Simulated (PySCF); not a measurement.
# BiB−: from the state search to spectroscopic constants

The task here is to estimate one member of a computed series from the others.

Method: Bi aug-cc-pVDZ-PP with ECP60, B aug-cc-pVDZ, scalar-relativistic core potentials; program: PySCF 2.14.0.

3 further runs of the same task are left out: 3 set aside as unsound or not needed.

The first run:

A driver script around PySCF takes these settings:

- atoms: Bi, B
- charge: -1
- basis: Bi aug-cc-pVDZ-PP with ECP60, B aug-cc-pVDZ
- Hamiltonian: scalar-relativistic core potentials
- basis functions: 55
- electrons treated: 29
- masses in u: 208.9804, 11.0093
- levels: PBE0, PBE, r²SCAN, r²SCANh, B97-3, B2PLYP, HSE06, MP2, SCS-MP2, CCSD, CCSD(T)
- grid: 80 radial by 434 angular points
- occupations: held fixed by the projection of orbital angular momentum
- dissociation limit: Bi− + B, each in its ground configuration
- starting distance in angstrom: 2.375
- values of 2S to try: 1, 3

The run is started by

```
> OMP_NUM_THREADS=1 python dia.py task.json out
```

Steps of the session up to this table: Input; The PBE0 curve of the state that the search chose; Excited determinants; PBE; r²SCAN (meta-GGA); r²SCANh; B97-3 (global hybrid GGA); B2PLYP (double hybrid); HSE06 (range-separated hybrid); MP2 and coupled cluster.

One table of the session follows, with a row left open; its other results are not shown here.

It belongs to the step «The curves together». Energy (eV) from each level's lowest point:

```
R (Å)  ROHF-MP2  ROHF-SCS-MP2  ROHF-CCSD  ROHF-CCSD(T)    PBE
1.803     1.278         1.298        n/a           n/a  1.233
1.886     0.591         0.606      0.595         0.648  0.576
1.970     0.199         0.209      0.205         0.237  0.200
2.033     0.051         0.056      0.056         0.072  0.056
2.096     0.000         0.000      0.000         0.000  0.000
2.159         ?             ?          ?             ?      ?
2.243     0.155         0.138      0.117         0.082  0.107
2.348     0.427         0.392      0.331         0.274  0.309
2.473     0.860         0.798      0.658         0.577  0.620
2.641     1.525         1.423        n/a           n/a  1.076
```

**Question.** Estimate the row for R (Å) = 2.159.

Worked estimate for «ROHF-MP2». A straight line through the neighbours (2.096, 0.000) and (2.243, 0.155) gives 0.000 + (0.155 − 0.000) × (2.159 − 2.096) / (2.243 − 2.096) = 0.066; a parabola fitted to 4 rows on both sides gives 0.032.

**Answer.** ROHF-MP2: 0.026; ROHF-SCS-MP2: 0.020; ROHF-CCSD: 0.015; ROHF-CCSD(T): 0.000; PBE: 0.012. In «ROHF-MP2» the line misses by +0.040 and the parabola by +0.006.
